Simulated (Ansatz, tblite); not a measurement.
# [MnF6]2-: a ladder of methods and basis sets

The task here is to estimate one member of a computed series from the others.

Method: as each input shows; program: Ansatz 0.2.0, Gaussian basis.

The runs, in order: GFN1-xTB, GFN2-xTB, PBE-D4/def2-TZVPD, r2SCAN-D4/def2-TZVPD, PBE-QIDH/def2-TZVPD, HF/def2-TZVPD, B97M-V/def2-TZVPD, ωB97M-V/def2-TZVPD, BHLYP-D4/def2-TZVPD, PBE+10HF/def2-SVPD, PBE+15HF/def2-SVPD, PBE+40HF/def2-SVPD, PBE-D4/def2-SVPD, PBE0-D4/def2-SVPD, HF/STO-3G, MP2/def2-TZVPD, RPA/def2-TZVPD.

1 further run of the same task is left out (for a known fault of the program).

### The relaxed structure

The geometry is that of the quartet, from an earlier relaxation (PBE-D4/def2-SVPD).

7 atoms, charge -2, spin multiplicity 4.

Bond lengths: Mn1–F2 1.859 Å, Mn1–F3 1.859 Å, Mn1–F4 1.859 Å, Mn1–F5 1.859 Å, Mn1–F6 1.859 Å, Mn1–F7 1.859 Å. Angles: F2–Mn1–F3 180.0°, F2–Mn1–F4 90.0°, F2–Mn1–F5 90.0°, F2–Mn1–F6 90.0°, F2–Mn1–F7 90.0°, F3–Mn1–F4 90.0°, F3–Mn1–F5 90.0°, F3–Mn1–F6 90.0°, F3–Mn1–F7 90.0°, F4–Mn1–F5 180.0°, F4–Mn1–F6 90.0°, F4–Mn1–F7 90.0°, F5–Mn1–F6 90.0°, F5–Mn1–F7 90.0°, F6–Mn1–F7 180.0°.

Formally the metal is d3. No spin-orbit coupling is included. The ion is computed in the gas phase, without counter-ions or solvent.

PBE0-D4/def2-TZVPD was run before; its log isn't repeated, and its numbers join the tables.

Set-up of the first run:

Tight binding, by tblite at 300 K electronic temperature and without a spin-polarisation term:

```python
tblite.interface.Calculator('GFN1-xTB', numbers, positions, charge=-2, uhf=3).singlepoint()
```

Tight binding, by tblite at 300 K electronic temperature and without a spin-polarisation term:

```python
tblite.interface.Calculator('GFN2-xTB', numbers, positions, charge=-2, uhf=3).singlepoint()
```

start.molden holds the orbitals of an earlier run on this state, given as this run's starting guess.

Contents of in.yaml:

```yaml
crystal:
  periodic: [false, false, false]
  atoms:
    - {symbol: Mn, position_ang: [0.000004, -0.000000, -0.000005]}
    - {symbol: F, position_ang: [-0.017714, -0.009400, 1.858966]}
    - {symbol: F, position_ang: [0.017702, 0.009359, -1.858972]}
    - {symbol: F, position_ang: [1.858981, 0.005318, 0.017739]}
    - {symbol: F, position_ang: [-1.858981, -0.005282, -0.017727]}
    - {symbol: F, position_ang: [-0.005385, 1.859047, 0.009328]}
    - {symbol: F, position_ang: [0.005393, -1.859042, -0.009339]}
basis:
  gaussian: {orbitals: def2-TZVPD, initial_orbitals: start.molden}
total_charge: -2
magnetization: {spin_polarized: true, initial_magnetization: 3}
hamiltonian: {xc: pbe, dispersion: d4}
scf: {omitted_lower_state_checks: [starts]}
output: {orbitals: {seedname: orbitals}}
```

Run with:

```bash
$ ansatz run in.yaml --threads 4 --pin off --events-out ev --progress --plain --max-ram 8704MiB
```

Among the steps run: PBE-D4/def2-TZVPD; r2SCAN-D4/def2-TZVPD; PBE-QIDH/def2-TZVPD; HF/def2-TZVPD; B97M-V/def2-TZVPD; ωB97M-V/def2-TZVPD; BHLYP-D4/def2-TZVPD; PBE+10HF/def2-SVPD; PBE+15HF/def2-SVPD; PBE+40HF/def2-SVPD; PBE-D4/def2-SVPD; PBE0-D4/def2-SVPD; HF/STO-3G; MP2/def2-TZVPD; RPA/def2-TZVPD.

One table of the session follows, with a row left open; its other results are not shown here.

It belongs to the step «Levels side by side». 

```
               level  LUMO (eV)  gap (eV)
           HF/STO-3G      18.39     13.57
       HF/def2-TZVPD       8.06     13.32
    PBE-D4/def2-SVPD       5.31      2.67
   PBE-D4/def2-TZVPD       5.50      2.70
r2SCAN-D4/def2-TZVPD       5.39      3.47
   B97M-V/def2-TZVPD       5.27      3.69
   PBE0-D4/def2-SVPD       5.67      5.74
  PBE0-D4/def2-TZVPD          ?         ?
 BHLYP-D4/def2-TZVPD       6.66      8.72
  ωB97M-V/def2-TZVPD       7.49     10.08
  PBE+10HF/def2-SVPD       5.44      4.07
  PBE+15HF/def2-SVPD       5.51      4.75
  PBE+40HF/def2-SVPD       5.95      7.30
```

Q: Estimate the row for PBE0-D4/def2-TZVPD from the others.

As computed: LUMO (eV): 5.97; gap (eV): 5.95. In the column «LUMO (eV)» it lies between PBE+40HF/def2-SVPD (5.95) and BHLYP-D4/def2-TZVPD (6.66).
